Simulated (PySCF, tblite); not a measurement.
# C₂H₁₁BO₂Si₂: geometry, infrared bands and NMR shifts

What infrared bands and NMR shifts should C₂H₁₁BO₂Si₂ (`CO[Si@@H](O)BC[SiH3]`) show?

Programs: tblite 0.8.0 and PySCF 2.14.0, with density-fitted response routines of our own. Each step states its level of theory. These are calculated values for one molecule in the gas phase, unless marked as measured. Atoms are numbered from 0 throughout.

**1. The molecule as given**

18 atoms, charge 0, multiplicity 1; geometry from: force field or distance geometry start.

Bonds of the start (Å): C0–O1 1.39, O1–Si2 1.73, Si2–O3 1.74, Si2–B4 1.94, B4–C5 1.59, C5–Si6 1.86, C0–H7 1.11, C0–H8 1.10, C0–H9 1.09, Si2–H10 1.47, O3–H11 0.99, B4–H12 1.18, C5–H13 1.10, C5–H14 1.12, Si6–H15 1.48, Si6–H16 1.47, Si6–H17 1.46.

**2. Optimising the geometry with GFN2-xTB**

What the job is given:

```
{"job": {"kind": "relax", "xc": "GFN2-xTB", "basis": "xTB"}, "charge": 0, "multiplicity": 1}
C     -3.359100    -0.134400     0.469000
O     -2.148300     0.538500     0.590200
Si    -1.137300    -0.112200    -0.650900
O     -0.824200     1.173200    -1.778600
B      0.546100    -0.676900     0.135500
C      1.678400     0.444000     0.126900
Si     3.324900    -0.280800     0.582800
H     -4.003400     0.492100    -0.177800
H     -3.798100    -0.354800     1.455600
H     -3.152900    -1.080000    -0.039900
H     -1.845900    -1.224200    -1.311200
H     -0.133300     0.849100    -2.407100
H      0.504900    -1.462600     1.011900
H      1.352800     1.209500     0.843200
H      1.721900     0.878300    -0.902800
H      3.386400    -0.657800     2.013100
H      3.540900    -1.448000    -0.291700
H      4.337600     0.742600     0.320200
```

On the command line:

```sh
$ OMP_NUM_THREADS=1 python probes_run.py task.json out
```

This one command runs all jobs of the session in turn.

**Question.** This job is followed by: GFN2-xTB harmonic vibrations, gas phase; GIAO PBE0/pcSseg-1 NMR shielding, non-relativistic, gas phase. Predict these results of the whole session: strongest single infrared mode (GFN2-xTB); zero-point energy (GFN2-xTB); 13C shifts against TMS (PBE0/pcSseg-1); 1H shifts against TMS (PBE0/pcSseg-1, means over atoms taken as alike); 17O shifts against H2O (PBE0/pcSseg-1); 29Si shifts against TMS (PBE0/pcSseg-1); 11B shifts against BF3·OEt2 (PBE0/pcSseg-1).

As calculated:

```
                                                              quantity                                         value
                             strongest single infrared mode (GFN2-xTB)                          790 cm⁻¹, 457 km/mol
                                          zero-point energy (GFN2-xTB)                                 79.2 kcal/mol
                                13C shifts against TMS (PBE0/pcSseg-1)                                53.5, 29.5 ppm
1H shifts against TMS (PBE0/pcSseg-1, means over atoms taken as alike)  8.79, 5.52, 4.02, 3.80, 2.46, 2.31, 0.87 ppm
                                17O shifts against H2O (PBE0/pcSseg-1)                                27.3, 17.8 ppm
                               29Si shifts against TMS (PBE0/pcSseg-1)                              -19.2, -89.6 ppm
                           11B shifts against BF3·OEt2 (PBE0/pcSseg-1)                                      96.1 ppm
```

In words: Over 139 steps the energy fell by 1.425 eV; of the close pairs, O1–Si2 changed most, 1.728 to 1.628 Å. All 48 modes are real, so the xTB geometry is a minimum. The strongest single mode, at 790 cm⁻¹, has its largest shares on H16, H17 and O3 (the list is cut at 3 atoms). GFN2-xTB is a fitted tight-binding method: band positions and strengths are rough. Its intensities can rank the bands wrongly. C0 (methyl carbon bonded to O) lies farthest downfield among carbon, at 53.5 ppm; deshielded by the electronegative neighbour. At PBE0/pcSseg-1: The largest span, 221 ppm, is at B4, where the paramagnetic term is -198 ppm.
